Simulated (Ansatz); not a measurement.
# AlH₉N₂Si₂: up Jacob's ladder to CCSD(T)

Aim: compute AlH₉N₂Si₂ with functionals from several rungs and with coupled cluster. The yardstick is the atomisation energy at the CCSD(T) limit.

Method: functionals in def2-TZVPP, the program's frozen cores in correlated methods; program: Ansatz 0.2.0, Gaussian basis.

Levels to be run: PBE-D4, r2SCAN-D4, PBE0-D4, B3LYP-D4, ωB97X-V, ωB97M-V, B2PLYP; CCSD(T)/def2-TZVPP; MP2/def2-QZVPP; extrapolation to the limit.

## Step 1: The geometry

The geometry comes from an earlier relaxation with PBE0-D4 in a triple-zeta def2 set; it is a stationary point, not always the lowest conformer.

SMILES `N[Si](N)([AlH2])[SiH3]`, 14 atoms, charge 0, spin multiplicity 1.

Atoms are counted from 1 here; the program's logs count them from 0.

Bond lengths: N1–Si2 1.731 Å, N1–H6 1.008 Å, N1–H7 1.007 Å, Si2–N3 1.724 Å, Si2–Al4 2.475 Å, Si2–Si5 2.362 Å, N3–H8 1.006 Å, N3–H9 1.008 Å, Al4–H10 1.597 Å, Al4–H11 1.594 Å, Si5–H12 1.492 Å, Si5–H13 1.493 Å, Si5–H14 1.493 Å. Angles: Si2–N1–H6 120.1°, Si2–N1–H7 120.0°, H6–N1–H7 111.2°, N1–Si2–N3 106.9°, N1–Si2–Al4 118.4°, N1–Si2–Si5 103.5°, N3–Si2–Al4 105.8°, N3–Si2–Si5 114.3°, Al4–Si2–Si5 108.3°, Si2–N3–H8 120.8°, Si2–N3–H9 121.4°, H8–N3–H9 112.0°, Si2–Al4–H10 121.8°, Si2–Al4–H11 120.8°, H10–Al4–H11 117.3°, Si2–Si5–H12 112.3°, Si2–Si5–H13 109.7°, Si2–Si5–H14 112.3° and more.

## Step 2: PBE-D4 (GGA)

File in.yaml:

```yaml
crystal:
  periodic: [false, false, false]
  atoms:
    - {symbol: N, position_ang: [-1.890454, -0.108765, 0.525650]}
    - {symbol: Si, position_ang: [-0.223480, 0.234311, 0.208179]}
    - {symbol: N, position_ang: [0.354136, 1.181856, 1.528112]}
    - {symbol: Al, position_ang: [0.348668, 1.507389, -1.836150]}
    - {symbol: Si, position_ang: [0.757825, -1.908271, 0.047889]}
    - {symbol: H, position_ang: [-2.558013, 0.643957, 0.593097]}
    - {symbol: H, position_ang: [-2.315290, -0.938925, 0.145113]}
    - {symbol: H, position_ang: [1.072560, 1.872733, 1.391007]}
    - {symbol: H, position_ang: [0.346382, 0.827813, 2.472253]}
    - {symbol: H, position_ang: [1.339613, 2.759619, -1.798768]}
    - {symbol: H, position_ang: [-0.243829, 1.084892, -3.253953]}
    - {symbol: H, position_ang: [0.845177, -2.591486, 1.371706]}
    - {symbol: H, position_ang: [2.146016, -1.786596, -0.487068]}
    - {symbol: H, position_ang: [0.007689, -2.807627, -0.878265]}
basis:
  gaussian: {orbitals: def2-TZVPP}
hamiltonian: {xc: pbe, dispersion: d4}
output: {forces: true, orbitals: {seedname: orbitals}}
```

On the command line:

```bash
$ ansatz run in.yaml --threads 4 --pin off --events-out ev --progress --plain --max-ram 10444MiB
```

Further steps of the session: r2SCAN-D4 (meta-GGA); PBE0-D4 (hybrid); B3LYP-D4 (hybrid); ωB97X-V (range-separated); ωB97M-V (range-separated); B2PLYP (double hybrid); CCSD(T) in def2-TZVPP; MP2 in def2-QZVPP.

Q: Predict the results of all the runs planned. Wanted: atomisation energy, CCSD(T)/CBS; farthest; mean size of error, hybrid; mean size of error, range-separated; gap, smallest and largest; T1 diagnostic; triples share of the correlation energy.

The runs gave:

```
                               quantity                                value
        atomisation energy, CCSD(T)/CBS                        4290.5 kJ/mol
 functionals within 21.5 kJ/mol (0.5 %)            PBE-D4, B3LYP-D4, ωB97M-V
                               farthest                B2PLYP (-73.0 kJ/mol)
             mean size of error, hybrid                          26.4 kJ/mol
    mean size of error, range-separated                          16.1 kJ/mol
              gap, smallest and largest  2.44 eV (PBE-D4), 8.30 eV (ωB97X-V)
                          T1 diagnostic                               0.0126
triples share of the correlation energy                                3.6 %
```

PBE-D4 is off by +2.4 kJ/mol. Double hybrids carry the basis error of their MP2 part in triple zeta, and no dispersion term here, so their miss is partly the set-up's. The reference freezes the cores and leaves out relativity and excitations past (T), so misses under about 21.5 kJ/mol can't be ranked. Hartree-Fock recovers 71 % of the binding; the rest is correlation. Orbital gaps span 2.4 to 8.3 eV; exact exchange widens them.
